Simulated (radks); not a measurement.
**Numerical settings for Sr**

How sensitive is the result for neutral strontium to mesh, mixing and thresholds? A default run comes first. The defaults are a mesh step of 0.008 in ln r, a mesh end at 40 bohr or more, Anderson mixing 0.5 over 9 steps and a tight residual threshold, with the energy settled to 1e-9 hartree as well; every run has a cap on iterations.

The numbers are computed with radks (a radial shooting solver on a logarithmic mesh, Libxc functionals) version 1 (Dirac Kohn-Sham, PBE, spin-unpolarised, spherical densities, point nucleus), except any that are marked as measured or tabulated.

### Step 1. What is computed

* element: strontium (Z = 38)
* charge: 0
* electrons: 38
* configuration: [Kr] 5s2

Outer shells as boxes (Hund's rule):

Sr
```
[Kr] core
5s [↑↓]
```

### Step 2. Default settings

Settings of this run:

```text
Z 38
configuration [Kr] 5s2
relativity Dirac
functional pbe,pbe
spin unpolarised
j_filling energy
nucleus point
c 137.035999084
max_iterations 63
```

Launch:

```
> python run_ks.py task.json out
```

This one command runs every case of the session in turn.

### Step 3. Mesh step in ln r 0.12

Settings, as their differences from step 2:

```diff
@@ -8,2 +8,3 @@
 c 137.035999084
+mesh_step 0.12
 max_iterations 63
```

### Step 4. Mesh step in ln r 0.005

Settings, as their differences from step 3:

```diff
@@ -8,3 +8,3 @@
 c 137.035999084
-mesh_step 0.12
+mesh_step 0.005
 max_iterations 63
```

### Step 5. Mesh step in ln r 0.2

Settings, as their differences from step 4:

```diff
@@ -8,3 +8,3 @@
 c 137.035999084
-mesh_step 0.005
+mesh_step 0.2
 max_iterations 63
```

### Step 6. Mesh end (bohr) 2

Settings, as their differences from step 5:

```diff
@@ -8,3 +8,3 @@
 c 137.035999084
-mesh_step 0.2
+mesh_end 2
 max_iterations 63
```

### Step 7. Mesh end (bohr) 12

Settings, as their differences from step 6:

```diff
@@ -8,3 +8,3 @@
 c 137.035999084
-mesh_end 2
+mesh_end 12
 max_iterations 63
```

### Step 8. Residual threshold 0.01

Settings, as their differences from step 7:

```diff
@@ -8,3 +8,3 @@
 c 137.035999084
-mesh_end 12
+threshold 0.01
 max_iterations 63
```

### Step 9. Residual threshold 1e-05

Settings, as their differences from step 8:

```diff
@@ -8,3 +8,3 @@
 c 137.035999084
-threshold 0.01
+threshold 1e-05
 max_iterations 63
```

### Step 10. Mixing 0.2

Settings, as their differences from step 9:

```diff
@@ -8,3 +8,3 @@
 c 137.035999084
-threshold 1e-05
+mixing 0.2
 max_iterations 63
```

### Step 11. Mixing history 1, mixing 0.05

Settings, as their differences from step 10:

```diff
@@ -8,3 +8,4 @@
 c 137.035999084
-mixing 0.2
+history 1
+mixing 0.05
 max_iterations 63
```

### Step 12. Mixing history 1, mixing 0.5

Settings, as their differences from step 11:

```diff
@@ -9,3 +9,3 @@
 history 1
-mixing 0.05
+mixing 0.5
 max_iterations 63
```

### Step 13. Mixing history 3

Settings, as their differences from step 12:

```diff
@@ -8,4 +8,3 @@
 c 137.035999084
-history 1
-mixing 0.5
+history 3
 max_iterations 63
```

### Step 14. Iteration cap 5

Settings, as their differences from step 13:

```diff
@@ -8,3 +8,2 @@
 c 137.035999084
-history 3
-max_iterations 63
+max_iterations 5
```

Before running it: what results should come out? Wanted: for each run, setting; iterations; converged; change of E.

**Answer**, as computed:

```tsv
setting	mesh points	iterations	converged	change of E (mhartree)	time
Default settings	2725	13	yes	0	0.12 s
mesh step in ln r 0.12	182	2	no	-	0.02 s
mesh step in ln r 0.005	4359	13	yes	0	0.18 s
mesh step in ln r 0.2	109	2	no	-	0.02 s
mesh end (bohr) 2	2102	14	no	-	0.09 s
mesh end (bohr) 12	2326	13	yes	+0.5561	0.11 s
residual threshold 0.01	2725	9	yes	0	0.09 s
residual threshold 1e-05	2725	9	yes	0	0.09 s
mixing 0.2	2725	17	yes	0	0.15 s
mixing history 1, mixing 0.05	2725	63	no	-	0.46 s
mixing history 1, mixing 0.5	2725	30	yes	0	0.2 s
mixing history 3	2725	16	yes	0	0.13 s
iteration cap 5	2725	5	no	-	0.05 s
```

What this shows: A zero stands for a change under the printed digits. No run that converges misses the default energy by more than 1 mhartree. Not converged or rejected: mesh step in ln r 0.12; mesh step in ln r 0.2; mesh end (bohr) 2; mixing history 1, mixing 0.05; iteration cap 5. A mesh that ends early acts as a hard wall.
